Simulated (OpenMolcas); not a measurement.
**Mo⁴⁺ among point charges: CASSCF and CASPT2 levels and susceptibility**

How does a field of 6 point charges split the states of Mo⁴⁺, and what χT follows?

Program: OpenMolcas 26.06. Level of theory: state-averaged CASSCF and CASPT2, spin-orbit coupling by RASSI with atomic mean-field integrals. These are calculated values, not measurements, unless marked.

### 1 What is computed

| Item | Value |
| --- | --- |
| Species | Mo⁴⁺ (molybdenum, Z = 42, 38 electrons) |
| Basis | ANO-RCC-VTZP [7s6p4d2f1g], 68 functions |
| Scalar Hamiltonian | DKH2, point nucleus |
| Inactive shells | 1s 2s 2p 3s 3p 3d 4s 4p |
| Active space | 2 electrons in 5 orbitals (4d) |
| Some configurations of this space | 4d2 |
| Orbitals | optimised for each spin and parity, averaged over all roots |

The outer shells:

4d2
```
4d [↑ ][↑ ][  ][  ][  ]
```

The ion sits among 6 point charges of -0.85 e arranged as an octahedron (Oh), 2.06 Å from the ion.

The work runs as a chain of OpenMolcas steps in one folder; each step below is one input file. Labels, J, g values, rates, χT and fits are worked out afterwards by a script from the matrices that RASSI stores. The input lists half of the charges; inversion (Group=XYZ) makes the rest.

### 2 Basis and integrals

Input file a.inp:

```
&GATEWAY
Coord
1

Mo 0.0 0.0 0.0
Basis=ANO-RCC-VTZP
Group=XYZ
NoMove
AngMom=0.0 0.0 0.0
AMFI
XField
3 Angstrom 0
2.060000 0.000000 0.000000 -0.850000
0.000000 2.060000 0.000000 -0.850000
0.000000 0.000000 2.060000 -0.850000
&SEWARD
```

Command:

```sh
> OMP_NUM_THREADS=1 MOLCAS_MEM=1689 MOLCAS_PROJECT=a pymolcas a.inp > a.log
```

### 3 CASSCF: triplets of even parity, 10 roots

Input file a.inp:

```
&RASSCF
FileOrb=start.orb
Symmetry=1
Spin=3
nActEl=2 0 0
Inactive=9 9
Ras2=5 0
CIRoot=10 10 1
SDav=10
CIMx=300
Iter=120 100
PrWF=0.3
OrbListing=Nothing
MaxOrb=0
>>> COPY $Project.JobIph JOB001
```

start.orb holds the contracted functions of the basis, ordered by shell, or the orbitals of the step before.

### 4 CASSCF: singlets of even parity, 15 roots

Input file a.inp:

```
&RASSCF
FileOrb=start.orb
Symmetry=1
Spin=1
nActEl=2 0 0
Inactive=9 9
Ras2=5 0
CIRoot=15 15 1
SDav=15
CIMx=300
Iter=120 100
PrWF=0.3
OrbListing=Nothing
MaxOrb=0
>>> COPY $Project.JobIph JOB002
```

### 5 RASSI: spin-orbit coupling between the states

Input file a.inp:

```
&RASSI
NrOfJobIphs=2 10 15
1 2 3 4 5 6 7 8 9 10
1 2 3 4 5 6 7 8 9 10 11 12 13 14 15
IphNames
JOB001
JOB002
EJob
SpinOrbit
DIPRint=1.0
SOCoupling=1000.0
Subsets=2
Property=9
'ANGMOM' 1 'ANGMOM' 2 'ANGMOM' 3 'MLTPL  1' 1 'MLTPL  1' 2 'MLTPL  1' 3
'AMFI' 1 'AMFI' 2 'AMFI' 3
SOProperty=3
'ANGMOM' 1 'ANGMOM' 2 'ANGMOM' 3
```

### 6 CASPT2: IPEA 0.25, imaginary shift 0.1 (closed shells correlated: 4s 4p)

Input file a.inp:

```
>>> COPY JOB001 $Project.JobIph
&CASPT2
Multistate=10 1 2 3 4 5 6 7 8 9 10
NoMult
Frozen=8 6
IPEA=0.25
Imaginary=0.1
MaxIter=60
WThr=0.0 0.3 0.05
PrWF=0.5
NoMix
>>> COPY JOB002 $Project.JobIph
&CASPT2
Multistate=15 1 2 3 4 5 6 7 8 9 10 11 12 13 14 15
NoMult
Frozen=8 6
IPEA=0.25
Imaginary=0.1
MaxIter=60
WThr=0.0 0.3 0.05
PrWF=0.5
NoMix
```

(Steps that only read results are left out.)

Q: Predict the outcome of this session. Wanted: spin-free ground state; first state of the same spin within the active space; lowest level; next level.

The runs gave:

```
                                            quantity                                                                        value
                                              method  SS-CASPT2, IPEA 0.25, imaginary shift 0.1 (closed shells correlated: 4s 4p)
                              spin-free ground state                                              3T1, 3-fold in its orbital part
first state of the same spin within the active space                                                             3T2 at 3370 cm⁻¹
                                        lowest level                                               2-fold E, g = 0.00, 0.00, 0.00
                                          next level                                                                   294.0 cm⁻¹
                                         χT at 300 K                                                               0.20 cm³ K/mol
                           effective moment at 300 K                                                                      1.27 μB
```

Cost by method:

| method | time of its own steps | time with the reference |
| --- | --- | --- |
| A. CASSCF | 4.6 s | 4.6 s |
| B. SS-CASPT2, IPEA 0.25, imaginary shift 0.1, +4s 4p | 2.8 s | 7.4 s |

Times are of one thread on a shared host.

The spin-free ground state (3T1) comes to 99 % from free-ion F terms and keeps the highest spin of the shell. χT at 300 K is 0.20, against 1.00 cm³ K/mol for the spin alone, so spin-orbit coupling lowers it. A ligand-field fit to the states below 45000 cm-1 gives 10Dq = 4565 cm-1, B = 717 cm-1 and C = 2843 cm-1 (C/B = 3.97), with a deviation of 272 cm-1. CASPT2 does not keep the components of a term degenerate, and the means are used. The field of point charges can differ much from that of real complexes. This is an electrostatic model: the charges have no orbitals.
